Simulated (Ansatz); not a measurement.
# CH5FOSi2: up Jacob's ladder to CCSD(T)

An exercise on one series of results from a longer session: the logs are not shown, and one member is left open.

Computed with Ansatz 0.2.0, Gaussian basis. Level: functionals in def2-TZVPP, the program's frozen cores in correlated methods.

The runs, in order: LDA (SPW92), PBE-D4, revPBE-D4, BLYP-D4, r2SCAN-D4, B97M-V, PBE0-D4, B3LYP-D4, r2SCANh-D4, r2SCAN0-D4, HSE06-D4, BHLYP-D4, CAM-B3LYP-D4, LC-ωPBE, ωB97X-V, ωB97M-V, B2PLYP, PBE-QIDH; CCSD(T)/def2-SVP; CCSD(T)/def2-TZVPP; MP2/def2-QZVPP; extrapolation to the limit; RPA on PBE.

## Structure used throughout

The geometry comes from an earlier relaxation with PBE0-D4 in a triple-zeta def2 set; it is a stationary point, not always the lowest conformer.

SMILES `OC1(F)[SiH2][SiH2]1`, 10 atoms, charge 0, spin multiplicity 1.

Atoms are counted from 1 here; the program's logs count them from 0.

Bond lengths: O1–C2 1.374 Å, O1–H6 0.964 Å, C2–F3 1.384 Å, C2–Si4 1.922 Å, C2–Si5 1.936 Å, Si4–Si5 2.281 Å, Si4–H7 1.481 Å, Si4–H8 1.481 Å, Si5–H9 1.484 Å, Si5–H10 1.483 Å. Angles: C2–O1–H6 109.3°, O1–C2–F3 111.7°, O1–C2–Si4 115.0°, O1–C2–Si5 119.1°, F3–C2–Si4 116.9°, F3–C2–Si5 116.6°, Si4–C2–Si5 72.5°, C2–Si4–Si5 54.0°, C2–Si4–H7 115.1°, C2–Si4–H8 117.2°, Si5–Si4–H7 118.0°, Si5–Si4–H8 123.3°, H7–Si4–H8 114.8°, C2–Si5–Si4 53.5°, C2–Si5–H9 114.9°, C2–Si5–H10 117.4°, Si4–Si5–H9 122.3°, Si4–Si5–H10 120.3° and more.

Geometry (Å):

```csv
atom,x (Å),y (Å),z (Å)
O1,-1.69675,0.68014,0.15934
C2,-0.49350,0.39167,-0.43699
F3,-0.39762,0.95934,-1.69566
Si4,0.08525,-1.43218,-0.25827
Si5,1.11566,0.39409,0.63999
H6,-1.68360,1.59005,0.47833
H7,0.66874,-2.02809,-1.48253
H8,-0.78272,-2.34371,0.52274
H9,0.91928,0.79949,2.05397
H10,2.34846,0.93821,0.02188
```

Set-up of the first run:

in.yaml reads:

```yaml
crystal:
  periodic: [false, false, false]
  atoms:
    - {symbol: O, position_ang: [-1.696753, 0.680137, 0.159339]}
    - {symbol: C, position_ang: [-0.493495, 0.391668, -0.436994]}
    - {symbol: F, position_ang: [-0.397616, 0.959338, -1.695656]}
    - {symbol: Si, position_ang: [0.085247, -1.432179, -0.258267]}
    - {symbol: Si, position_ang: [1.115659, 0.394086, 0.639988]}
    - {symbol: H, position_ang: [-1.683604, 1.590052, 0.478327]}
    - {symbol: H, position_ang: [0.668742, -2.028088, -1.482526]}
    - {symbol: H, position_ang: [-0.782721, -2.343709, 0.522737]}
    - {symbol: H, position_ang: [0.919280, 0.799487, 2.053971]}
    - {symbol: H, position_ang: [2.348459, 0.938206, 0.021881]}
basis:
  gaussian: {orbitals: def2-TZVPP}
hamiltonian: {xc: lda}
output: {orbitals: {seedname: orbitals}}
```

On the command line:

```console
> ansatz run in.yaml --threads 4 --pin off --events-out ev --progress --plain --max-ram 10444MiB
```

Steps of the session up to this table: LDA; PBE-D4 (GGA); revPBE-D4 (GGA); BLYP-D4 (GGA); r2SCAN-D4 (meta-GGA); B97M-V (meta-GGA); PBE0-D4 (hybrid); B3LYP-D4 (hybrid); r2SCANh-D4 (hybrid); r2SCAN0-D4 (hybrid); HSE06-D4 (hybrid); BHLYP-D4 (hybrid); CAM-B3LYP-D4 (range-separated); LC-ωPBE (range-separated); ωB97X-V (range-separated); ωB97M-V (range-separated); B2PLYP (double hybrid); PBE-QIDH (double hybrid).

One table of the session follows, with a row left open; its other results are not shown here.

It belongs to the step «Orbital energies across the functionals». 

| functional | HOMO (eV) | gap (eV) |
| --- | --- | --- |
| LDA (SPW92) | -5.82 | 4.20 |
| PBE-D4 | -5.68 | 4.25 |
| revPBE-D4 | -5.62 | 4.27 |
| BLYP-D4 | -5.56 | 4.29 |
| r2SCAN-D4 | -5.89 | 4.69 |
| B97M-V | -6.02 | 4.68 |
| PBE0-D4 | -6.92 | 6.34 |
| B3LYP-D4 | -6.72 | 5.93 |
| r2SCANh-D4 | -6.36 | 5.48 |
| r2SCAN0-D4 | -7.06 | 6.64 |
| HSE06-D4 | -6.53 | 5.57 |
| BHLYP-D4 | -8.07 | 8.34 |
| CAM-B3LYP-D4 | -8.24 | 8.63 |
| LC-ωPBE | -9.52 | 11.00 |
| ωB97X-V | -9.19 | 10.58 |
| ωB97M-V | ? | ? |

Estimate the missing values for ωB97M-V.

**Answer.** HOMO (eV): -9.06; gap (eV): 10.15. In the column «HOMO (eV)» it lies between ωB97X-V (-9.19) and CAM-B3LYP-D4 (-8.24).
